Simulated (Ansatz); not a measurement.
# CH7NOSn: a ladder of functionals and wavefunction methods

The task here is to estimate one member of a computed series from the others.

Method: functionals in def2-TZVPP, the program's frozen cores in correlated methods; program: Ansatz 0.2.0, Gaussian basis.

Plan: PBE-D4, r2SCAN-D4, PBE0-D4, B3LYP-D4, ωB97X-V, ωB97M-V, B2PLYP; CCSD(T)/def2-TZVPP; MP2/def2-QZVPP; extrapolation to the limit.

## The geometry

An earlier PBE0-D4 in a triple-zeta def2 set relaxation fixed the geometry. Sn takes the def2 core potential; no spin-orbit term is included.

SMILES `C[NH][SnH2][OH]`, 11 atoms, charge 0, spin multiplicity 1.

Atoms are counted from 1 here; the program's logs count them from 0.

Bond lengths: C1–N2 1.451 Å, C1–H5 1.098 Å, C1–H6 1.095 Å, C1–H7 1.094 Å, N2–Sn3 2.011 Å, N2–H8 1.010 Å, Sn3–O4 1.977 Å, Sn3–H9 1.707 Å, Sn3–H10 1.697 Å, O4–H11 0.960 Å. Angles: N2–C1–H5 114.6°, N2–C1–H6 110.4°, N2–C1–H7 109.7°, H5–C1–H6 107.9°, H5–C1–H7 107.2°, H6–C1–H7 106.7°, C1–N2–Sn3 120.9°, C1–N2–H8 112.0°, Sn3–N2–H8 114.5°, N2–Sn3–O4 112.0°, N2–Sn3–H9 106.9°, N2–Sn3–H10 108.5°, O4–Sn3–H9 109.4°, O4–Sn3–H10 102.3°, H9–Sn3–H10 118.0°, Sn3–O4–H11 113.5°.

The first run:

Input file in.yaml:

```yaml
crystal:
  periodic: [false, false, false]
  atoms:
    - {symbol: C, position_ang: [-1.176017, 1.133616, -0.360491]}
    - {symbol: N, position_ang: [-0.468323, 0.481509, 0.725034]}
    - {symbol: Sn, position_ang: [1.257553, -0.496942, 0.393321]}
    - {symbol: O, position_ang: [1.054152, -1.913167, -0.970674]}
    - {symbol: H, position_ang: [-1.711303, 0.449952, -1.032968]}
    - {symbol: H, position_ang: [-1.901095, 1.853470, 0.033794]}
    - {symbol: H, position_ang: [-0.469860, 1.701630, -0.972912]}
    - {symbol: H, position_ang: [-1.098208, 0.016239, 1.362558]}
    - {symbol: H, position_ang: [1.719771, -1.202247, 1.876926]}
    - {symbol: H, position_ang: [2.344724, 0.569655, -0.354502]}
    - {symbol: H, position_ang: [0.514008, -2.650815, -0.679485]}
basis:
  gaussian: {orbitals: def2-TZVPP}
hamiltonian: {xc: pbe, dispersion: d4}
output: {forces: true, orbitals: {seedname: orbitals}}
```

Started as:

```bash
ansatz run in.yaml --threads 4 --pin off --events-out ev --progress --plain --max-ram 10444MiB
```

Among the steps run: PBE-D4 (GGA); r2SCAN-D4 (meta-GGA); PBE0-D4 (hybrid); B3LYP-D4 (hybrid); ωB97X-V (range-separated); ωB97M-V (range-separated); B2PLYP (double hybrid); CCSD(T) in def2-TZVPP; MP2 in def2-QZVPP.

One of the session's tables, all rows but one given; the rest of the session is left out.

It belongs to the step «Atomisation energies». 

```
            method  atoms, summed (eV)  atomisation energy (kcal/mol)
            PBE-D4          -10478.682                          862.4
         r2SCAN-D4          -10484.620                          846.6
           PBE0-D4          -10480.023                          843.8
          B3LYP-D4          -10487.330                          850.0
           ωB97X-V          -10482.623                          855.8
           ωB97M-V          -10481.316                          851.9
            B2PLYP          -10475.950                          839.8
     HF/def2-TZVPP          -10442.354                          580.5
    MP2/def2-TZVPP                   ?                              ?
   CCSD/def2-TZVPP          -10459.152                          816.8
CCSD(T)/def2-TZVPP          -10459.509                          830.2
           MP2/CBS          -10469.267                          861.0
       CCSD(T)/CBS          -10470.986                          857.1
```

Q: Estimate the row for MP2/def2-TZVPP from the others.

As computed: atoms, summed (eV): -10457.790; atomisation energy (kcal/mol): 834.1. In the column «atoms, summed (eV)» it lies between CCSD/def2-TZVPP (-10459.152) and HF/def2-TZVPP (-10442.354).
